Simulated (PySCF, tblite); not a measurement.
# C₂H₇GeNO+ (doublet): geometry, infrared bands and EPR parameters

What infrared bands and EPR parameters should C₂H₇GeNO+ (doublet) (`C[C](=[O+])[GeH2][NH2]`) show?

Computed with tblite 0.8.0 and PySCF 2.14.0, with density-fitted response routines of our own, on a single molecule in the gas phase. Atoms count from 0, in the outputs and in this text.

## (1) Starting geometry

12 atoms, charge 1, multiplicity 2; geometry from: force field or distance geometry start.

Bonds of the start (Å): C0–C1 1.49, C1–O2 1.22, C1–Ge3 1.94, Ge3–N4 1.87, C0–H5 1.12, C0–H6 1.10, C0–H7 1.12, Ge3–H8 1.54, Ge3–H9 1.55, N4–H10 1.06, N4–H11 1.02.

## (2) Geometry optimisation with GFN2-xTB

The job: settings as JSON, then the geometry in Å.

```
{"job": {"kind": "relax", "xc": "GFN2-xTB", "basis": "xTB"}, "charge": 1, "multiplicity": 2}
C     -1.823500    -0.423800    -0.108700
C     -0.667000     0.039700     0.708500
O     -0.697700    -0.118900     1.919300
Ge     0.846000     0.844200    -0.197600
N      2.277700    -0.327500     0.100100
H     -1.941700     0.351700    -0.904500
H     -1.620400    -1.381900    -0.599100
H     -2.734600    -0.521300     0.531600
H      0.526100     1.006500    -1.697400
H      1.139400     2.263200     0.366500
H      2.642800    -0.617100    -0.855800
H      2.054200    -1.115300     0.711000
```

Run with:

```bash
$ OMP_NUM_THREADS=1 python probes_run.py task.json out
```

One launch serves the whole session: the jobs run in the order shown.

Output:

```text
step      E/eV     max force
  0    -441.64382    5.592
  1    -441.91753    6.733
  2    -442.23617    1.166
  3    -442.31112    1.050
  4    -442.35010    0.512
  5    -442.37732    0.445
  6    -442.41303    0.738
  7    -442.44137    0.740
  8    -442.46409    0.476
  9    -442.48212    0.347
 10    -442.49615    0.344
 11    -442.51152    0.385
 12    -442.52945    0.412
 13    -442.54562    0.305
 14    -442.55440    0.230
 15    -442.55761    0.379
 16    -442.56254    0.245
 17    -442.56755    0.199
 18    -442.58281    0.236
 19    -442.58724    0.242
 20    -442.59342    0.196
 21    -442.59779    0.230
 22    -442.60552    0.265
 23    -442.61417    0.385
 24    -442.62292    0.353
 25    -442.62970    0.248
 26    -442.63552    0.279
 27    -442.64050    0.316
 28    -442.64458    0.239
 29    -442.64773    0.116
 30    -442.64942    0.137
 31    -442.65055    0.135
 32    -442.65212    0.094
 33    -442.65311    0.105
 34    -442.65450    0.193
 35    -442.65634    0.237
 36    -442.65839    0.181
 37    -442.65975    0.076
 38    -442.66040    0.072
 39    -442.66084    0.127
 40    -442.66146    0.120
 41    -442.66259    0.077
 42    -442.66352    0.068
 43    -442.66399    0.073
 44    -442.66462    0.091
 45    -442.66556    0.103
 46    -442.66689    0.092
 47    -442.66809    0.091
 48    -442.66882    0.063
 49    -442.66922    0.068
 50    -442.66981    0.075
 51    -442.67062    0.075
 52    -442.67140    0.060
 53    -442.67183    0.036
 54    -442.67203    0.035
 55    -442.67220    0.040
 56    -442.67244    0.047
 57    -442.67266    0.041
 58    -442.67278    0.028
 59    -442.67284    0.022
 60    -442.67290    0.021
 61    -442.67297    0.024
 62    -442.67304    0.022
 63    -442.67309    0.020
 64    -442.67313    0.019
 65    -442.67318    0.023
 66    -442.67328    0.027
 67    -442.67338    0.030
 68    -442.67349    0.033
 69    -442.67362    0.032
 70    -442.67379    0.051
 71    -442.67405    0.067
 72    -442.67434    0.063
 73    -442.67464    0.055
 74    -442.67493    0.063
 75    -442.67526    0.065
 76    -442.67561    0.069
 77    -442.67591    0.053
 78    -442.67613    0.045
 79    -442.67629    0.061
 80    -442.67661    0.055
 81    -442.67715    0.070
 82    -442.67768    0.041
 83    -442.67812    0.045
 84    -442.67828    0.028
 85    -442.67834    0.031
 86    -442.67839    0.029
 87    -442.67855    0.025
 88    -442.67872    0.030
 89    -442.67891    0.029
 90    -442.67898    0.021
 91    -442.67902    0.017
 92    -442.67904    0.016
 93    -442.67909    0.014
 94    -442.67912    0.008
```

It took 0.38 s on 1 thread of Intel Xeon Platinum 8488C, shared host.

The steps of the relaxation: (not every step is listed)

```csv
step,energy from step 0 (eV),largest force (eV/Å)
0,0.0000,5.5916
1,-0.2737,6.7328
2,-0.5924,1.1663
3,-0.6673,1.0500
4,-0.7063,0.5123
5,-0.7335,0.4450
6,-0.7692,0.7378
7,-0.7976,0.7404
8,-0.8203,0.4757
16,-0.9187,0.2450
24,-0.9791,0.3527
32,-1.0083,0.0943
40,-1.0176,0.1200
48,-1.0250,0.0628
56,-1.0286,0.0473
64,-1.0293,0.0193
72,-1.0305,0.0625
80,-1.0328,0.0552
88,-1.0349,0.0304
89,-1.0351,0.0289
90,-1.0352,0.0210
91,-1.0352,0.0173
92,-1.0352,0.0164
93,-1.0353,0.0142
94,-1.0353,0.0079
```

Close pairs (by a distance rule), those that changed most:

```
  bond  before (Å)  after (Å)  change (Å)
C1–Ge3       1.938      2.240      +0.302
Ge3–N4       1.874      1.761      -0.113
Ge3–H9       1.555      1.497      -0.058
 C1–O2       1.222      1.167      -0.054
N4–H10       1.063      1.011      -0.052
Ge3–H8       1.542      1.506      -0.036
 C0–C1       1.490      1.456      -0.034
 C0–H7       1.118      1.093      -0.024
```

The end geometry stands in the next job.

## (3) Harmonic vibrations with GFN2-xTB

The job: settings as JSON, then the geometry in Å.

```
{"job": {"kind": "ir", "xc": "GFN2-xTB", "basis": "xTB"}, "charge": 1, "multiplicity": 2}
C     -1.908703    -0.409198    -0.156097
C     -0.893071     0.056464     0.776948
O     -0.770189     0.134527     1.935084
Ge     0.938088     0.837419    -0.249966
N      2.180587    -0.396860    -0.063595
H     -2.335729     0.454093    -0.674262
H     -1.469921    -1.061511    -0.913981
H     -2.701827    -0.933570     0.383729
H      0.560995     0.934615    -1.705242
H      1.279789     2.020259     0.602108
H      2.366239    -1.139393    -0.724747
H      2.754941    -0.497529     0.763995
```

Output:

```text
mode    cm-1     km/mol
  1      27.3      4.06
  2      91.6      2.10
  3      98.0      1.30
  4     174.6      4.07
  5     215.8      1.73
  6     264.0      2.70
  7     394.2      9.48
  8     425.0    117.65
  9     462.6    225.81
 10     481.8     13.56
 11     552.4      2.61
 12     580.1     10.83
 13     690.7     78.67
 14     720.9     17.86
 15     729.3    110.55
 16     935.8     18.00
 17     967.5      4.22
 18    1040.2    151.45
 19    1322.9    102.22
 20    1352.9     41.48
 21    1370.1     20.53
 22    1410.8     55.95
 23    1907.6    153.13
 24    1937.8    221.83
 25    2027.8    235.30
 26    2966.3     16.85
 27    2973.3     38.60
 28    2986.5     11.07
 29    3389.9    118.73
 30    3419.5     36.01
```

Run time: 0.25 s. Hardware: 1 thread of Intel Xeon Platinum 8488C, shared host.

The strongest bands and the atoms that carry them (share of the mass-weighted mode):

```csv
cm⁻¹,km/mol,atoms
425,117.7,"H8 29 %, H10 26 %, H9 22 %"
463,225.8,"H11 41 %, H9 17 %, H10 14 %, N4 10 %"
729,110.5,"H10 31 %, H11 24 %, N4 19 %, H9 15 %"
1040,151.4,"H7 33 %, C1 30 %, C0 27 %"
1908,153.1,"H8 69 %, H9 21 %"
1938,221.8,"C1 55 %, O2 35 %"
2028,235.3,"H9 77 %, H8 20 %"
3390,118.7,"H11 67 %, H10 29 %"
```

## (4) EPR parameters: B3LYP/def2-TZVP-core+pcH-1

Same as in step 3 but for these lines:

```diff
@@ -1,2 +1,2 @@
-{"job": {"kind": "ir", "xc": "GFN2-xTB", "basis": "xTB"}, "charge": 1, "multiplicity": 2}
+{"job": {"kind": "epr", "basis": "pcH-1"}, "charge": 1, "multiplicity": 2}
 C     -1.908703    -0.409198    -0.156097
```

Method: UKS B3LYP, def2-TZVP-core on Ge, pcH-1 on C H N O, non-relativistic, mean-field spin-orbit, GIAO.

Output:

```text
UKS, coarse grid
  cycle   1  E = -2286.97660540  |g| = 1.45e+00
  cycle   2  E = -2286.15518224  |g| = 1.77e+00
  cycle   3  E = -2286.94357842  |g| = 7.97e-01
  cycle   4  E = -2287.17032691  |g| = 2.49e-01
  cycle   5  E = -2287.18129457  |g| = 9.86e-02
  cycle   6  E = -2287.18407281  |g| = 5.83e-02
  cycle   7  E = -2287.18550139  |g| = 7.78e-03
  cycle   8  E = -2287.18553113  |g| = 1.78e-03
  cycle   9  E = -2287.18553425  |g| = 1.07e-03
  cycle  10  E = -2287.18553711  |g| = 4.66e-04
UKS, final grid
  cycle   1  E = -2287.18554186  |g| = 3.02e-04
  cycle   2  E = -2287.18554183  |g| = 4.37e-04
  cycle   3  E = -2287.18554192  |g| = 1.26e-04
  cycle   4  E = -2287.18554193  |g| = 5.72e-05
  cycle   5  E = -2287.18554193  |g| = 1.96e-05
E = -2287.18554193 Eh   <S^2> = 0.7566 (exact 0.7500)
g shifts (ppm)      1          2          3
  rmc          -253       -253       -253
  gc              1         38         61
  oz_so        -241       2658       5977
  total        -493       2443       5785
hyperfine (MHz)  atom isotope    a_iso     a_fc   dipolar eigenvalues
    0   13C      71.49      71.53    -11.22    -10.78     22.00
    1   13C      17.23      17.38    -26.72    -17.72     44.44
    2   17O     -27.15     -27.26   -115.74     55.63     60.11
    3  73Ge       8.93       8.71    -14.61      7.27      7.34
    4   14N      10.88      10.61    -12.30    -12.22     24.52
    5    1H     -10.68     -10.67     -6.11     -2.76      8.87
    6    1H      -8.13      -8.12     -6.43     -2.59      9.02
    7    1H      51.67      51.67     -6.43      0.51      5.92
    8    1H      84.11      84.10     -2.63     -0.18      2.81
    9    1H      56.91      56.90     -2.91      0.10      2.80
   10    1H     -17.02     -17.16    -14.41     -3.38     17.79
   11    1H     -17.36     -17.50    -14.21     -2.98     17.20
```

Wall time 95 s (1 thread of Intel Xeon Platinum 8488C, shared host); peak memory 1.1 GiB.

Principal g values 2.00183, 2.00476, 2.00810; g(iso) = 2.00490, against 2.00232 for a free electron.

Mean a(iso) over the nuclei that a row names, and the largest dipolar term of the row (other rows stand at the frozen geometry):

| nuclei | isotope | a(iso) (MHz) | a(iso) (G, at g = 2.0023) | largest dipolar term (MHz) |
| --- | --- | --- | --- | --- |
| C0 | 13C | 71.5 | 25.5 | 22.0 |
| H8, H9 | 1H | 70.5 | 25.2 | -2.9 |
| O2 | 17O | -27.1 | -9.7 | -115.7 |
| C1 | 13C | 17.2 | 6.1 | 44.4 |
| H10, H11 | 1H | -17.2 | -6.1 | 17.8 |
| H5, H6, H7 | 1H | 11.0 | 3.9 | 9.0 |
| N4 | 14N | 10.9 | 3.9 | 24.5 |
| Ge3 | 73Ge | 8.9 | 3.2 | -14.6 |

Mulliken spin populations:

```csv
atom,value (e)
C0,0.07
C1,0.18
O2,0.34
Ge3,0.09
N4,0.25
H5,0.00
H6,-0.01
H7,0.03
H8,0.05
H9,0.03
H10,-0.01
H11,-0.01
```

In first order the couplings over 0.8 MHz of 1H, 14N give 108 distinct lines over 82.1 G, if the averaged nuclei exchange fast; the same motion can average rows kept apart here too.

Orbitals, density, ELF and potential are computed afterwards from the orbital file.

ELF in a plane through or near 5 of the atoms.

Ten even steps from ' ' (0.00) to '@' (1.00):
```
                                                        
                                                        
                                                        
                          ..::----::..                  
                        ::**%%%%%%##++..                
                        --##%%++**%%**::                
                        ..**##==++##==                  
          ==**++::        ::++%%%%++::    ::::          
        --%%@@@@**----..  --++++==++--::##@@@@==        
        --%%@@@@%%####==..::++++**##++%%@@@@@@%%..      
        ..==**##::##%%**::  ..::--++++%%@@@@@@%%..      
          ::==########==..      ++%%%%**##%%%%==        
          ::**@@@@%%**::      --@@@@@@##::::..          
          ::##@@@@%%++        ++@@@@@@%%..              
          ..++%%@@##::        ::@@@@@@##..              
              ----..            ::++==..                
                                                        
                                                        
                                                        
                                                        
```
The map spans 10.7 Å across and 8.8 Å up, centred on the molecule. Atoms in the plane (x, y in Å): O2 (0.8, 1.8), N4 (-2.1, -0.3), H7 (2.8, 0.0), H10 (-2.3, -1.3), H11 (-2.7, 0.3).

On the surface of density 0.002 e/bohr³ the electrostatic potential runs, from the 1st to the 99th percentile, from 3.04 V near O2 to 6.33 V near H6.

The spin density lies nearest to O2 30 %; C1 21 %; N4 18 %; Ge3 9 %.

## (5) Results

| quantity | value |
| --- | --- |
| strongest single infrared mode (GFN2-xTB) | 2028 cm⁻¹, 235 km/mol |
| zero-point energy (GFN2-xTB) | 51.3 kcal/mol |
| g(iso) (B3LYP) | 2.00490 |
| ⟨S²⟩ | 0.757 (exact 0.75) |
| largest a(iso) (averaged by class) | 13C on C0, 71.5 MHz |

In words: The optimisation took 94 steps and gained 1.035 eV; among the close pairs (by a distance rule), C1–Ge3 changed most, from 1.938 to 2.240 Å. No mode is imaginary among the 30: a minimum at this level. The strongest single mode, at 2028 cm⁻¹, moves mainly H9. GFN2-xTB is a fitted tight-binding method: band positions and strengths are rough. Its intensities can rank the bands wrongly. The largest spin populations lie on O2 (0.34 e), N4 (0.25 e). The isotropic g lies 2.6 ppt above the free-electron value. The hyperfine terms hold no scalar relativity, which the heavier nuclei need. These values are for one conformer; the search (at its own cheap level) found 2 more, at 0.05, 0.44 kcal/mol, and measured spectra average over such forms.
